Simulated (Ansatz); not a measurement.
**SiPH5O2 (SMILES O[SiH2]OP): B2PLYP/6-31G(d) (spherical functions)**

What is the vertical ionisation energy of SiPH5O2 at B2PLYP/6-31G* (spherical functions)? 

The calculation is run with Ansatz 0.2.0.

84 further runs of the same task are left out: 84 set aside as unsound or not needed.

**1. The molecule**

SiPH5O2 has 9 atoms, charge 0, and is taken as a singlet. SMILES: `O[SiH2]OP`. The coordinates come from a PBE0-D4/def2-TZVP relaxation. This is one conformer, not always the lowest.

Bond lengths: O1–Si2 1.637 Å, Si2–O3 1.648 Å, O3–P4 1.646 Å, O1–H5 0.958 Å, Si2–H6 1.486 Å, Si2–H7 1.473 Å, P4–H8 1.424 Å, P4–H9 1.424 Å. Some angles: O1–Si2–O3 112.6°, Si2–O3–P4 125.8°, O1–Si2–H6 109.8°, O1–Si2–H7 106.9°, O3–Si2–H6 108.4°, O3–Si2–H7 105.8°, Si2–O1–H5 118.2°, O3–P4–H8 98.7°, O3–P4–H9 98.7°, H6–Si2–H7 113.3°.

**2. A single-point energy at B2PLYP/6-31G(d) (spherical functions)**

input.yaml reads:

```yaml
crystal:
  periodic: [false, false, false]
  atoms:
    - {symbol: O, position_ang: [-0.307900, 1.144300, -1.642900]}
    - {symbol: Si, position_ang: [0.817700, 0.562000, -0.606400]}
    - {symbol: O, position_ang: [0.302400, -0.778100, 0.201800]}
    - {symbol: P, position_ang: [-0.942200, -0.834900, 1.277600]}
    - {symbol: H, position_ang: [-0.998700, 1.706900, -1.290600]}
    - {symbol: H, position_ang: [1.170600, 1.605300, 0.391300]}
    - {symbol: H, position_ang: [1.964500, 0.123500, -1.421100]}
    - {symbol: H, position_ang: [-0.305900, -1.590900, 2.302600]}
    - {symbol: H, position_ang: [-1.612000, -1.984300, 0.770600]}
basis:
  gaussian: {orbitals: 6-31G_st_-spherical.json}
hamiltonian: {xc: {name: B2PLYP}}
accuracy: high
output: {orbitals: {seedname: orbitals}}
correlation: {frozen_orbitals: {H: 0, O: 1, P: 5, Si: 5}}
```

The basis set 6-31G* is read from a file made from the Basis Set Exchange's data (not shown).

Launch:

```
ansatz run input.yaml --threads 1 --pin off --max-ram 3480MiB --events-out events.jsonl --progress --plain --runs-dir runs
```

The log of the run:

```text
Warning: RAYON_NUM_THREADS=1 ignored (pool sized by the plan → 1); use --threads N
Functional definition: B2PLYP
  name "B2PLYP"
  parameter a = 0.53
  parameter c = 0.27
  exchange = (1 - a)*b88_x + a*exact_x
  correlation = (1 - c)*lyp_c + c*(mp2_os + mp2_ss)
1669 factors; integrals over basis functions are off by at most 4.4e-9 eV
mean field evaluation 1: about -21321.6426 eV, gradient 5.3e1 eV
mean field evaluation 2: about -21321.7047 eV, gradient 5.3e1 eV
mean field evaluation 4: about -21326.5073 eV, gradient 3.0e0 eV
mean field evaluation 8: about -21326.5331 eV, gradient 2.7e-1 eV
mean field evaluation 16: about -21326.5333 eV, gradient 2.9e-5 eV
mean field -21326.53328157 eV, -783.7356424544 hartree, gradient 4.6e-8 eV, S^2 0.000000; 0 other end points of the search recorded, 0 dependent functions left out
12 core orbitals not correlated: weight in the atoms' cores, before any rotation towards them, 1.000 or more for the frozen orbitals, at most 0.000 for the correlated occupied ones
reference -21326.53330748 eV, -783.7356434063 hartree; 13, 13 occupied and 49, 49 virtual orbitals, 1669 factors
second order -17.81032577 eV of doubles, -0.00000000 eV of singles
Total energy: -21331.34209543 eV, -783.9123631042 hartree
```

Run time: 4.2 s. Hardware: 1 thread of AMD EPYC 9R45 (Zen 5), shared host; peak memory 0.26 GiB.

**3. The doublet cation, same level**

run.yaml reads:

```yaml
crystal:
  periodic: [false, false, false]
  atoms:
    - {symbol: O, position_ang: [-0.307900, 1.144300, -1.642900]}
    - {symbol: Si, position_ang: [0.817700, 0.562000, -0.606400]}
    - {symbol: O, position_ang: [0.302400, -0.778100, 0.201800]}
    - {symbol: P, position_ang: [-0.942200, -0.834900, 1.277600]}
    - {symbol: H, position_ang: [-0.998700, 1.706900, -1.290600]}
    - {symbol: H, position_ang: [1.170600, 1.605300, 0.391300]}
    - {symbol: H, position_ang: [1.964500, 0.123500, -1.421100]}
    - {symbol: H, position_ang: [-0.305900, -1.590900, 2.302600]}
    - {symbol: H, position_ang: [-1.612000, -1.984300, 0.770600]}
basis:
  gaussian:
    orbitals: 6-31G_st_-spherical.json
total_charge: 1
magnetization:
  spin_polarized: true
  initial_magnetization: 1
hamiltonian:
  xc: {name: B2PLYP}
correlation:
  frozen_orbitals: {H: 0, O: 1, P: 5, Si: 5}
accuracy: high
output:
  orbitals: {seedname: orbitals}
```

The basis set 6-31G* is read from a file made from the Basis Set Exchange's data (not shown).

Launch:

```
ansatz run run.yaml --threads 1 --pin off --max-ram 3480MiB --events-out events.jsonl --progress --plain --runs-dir runs
```

The log of the run, cut to the lines that bear on the results:

```text
Warning: RAYON_NUM_THREADS=1 ignored (pool sized by the plan → 1); use --threads N
Functional definition: B2PLYP
  name "B2PLYP"
[...]
1666 factors; integrals over basis functions are off by at most 4.4e-9 eV
[...]
mean field -21317.09940759 eV, -783.3889539799 hartree, gradient 1.9e-8 eV, S^2 0.758654; 1 other end points of the search recorded, 0 dependent functions left out
12 core orbitals not correlated: weight in the atoms' cores, before any rotation towards them, 1.000 or more for the frozen orbitals, at most 0.000 for the correlated occupied ones
reference -21317.09943362 eV, -783.3889549367 hartree; 13, 12 occupied and 49, 50 virtual orbitals, 1666 factors
second order -17.65096601 eV of doubles, -0.00000000 eV of singles
Total energy: -21321.86519444 eV, -783.5640934165 hartree
```

Wall time 7.5 s (1 thread of AMD EPYC 9R45 (Zen 5), shared host); peak memory 0.47 GiB.

**4. Results**

Level: B2PLYP/6-31G* (spherical functions), 12 core orbitals frozen.

```
                                                                quantity          value
                                           singlet SiPH5O2: total energy  -783.91236 Eh
                      singlet SiPH5O2: HOMO energy (SCF part's orbitals)       -8.30 eV
                      singlet SiPH5O2: LUMO energy (SCF part's orbitals)        1.39 eV
                    singlet SiPH5O2: HOMO–LUMO gap (SCF part's orbitals)        9.69 eV
                                            doublet cation: total energy  -783.56409 Eh
doublet cation: HOMO energy (SCF part's orbitals) (highest over α and β)      -14.95 eV
 doublet cation: LUMO energy (SCF part's orbitals) (lowest over α and β)      -10.54 eV
                                                    doublet cation: ⟨S²⟩          0.759
                      vertical ionisation energy (to the doublet cation)       9.477 eV
```

**Reading.** Removing an electron at fixed nuclei costs 9.48 eV (219 kcal/mol). −ε(HOMO) before ionisation, 8.30 eV, is 1.18 eV below this ionisation energy.
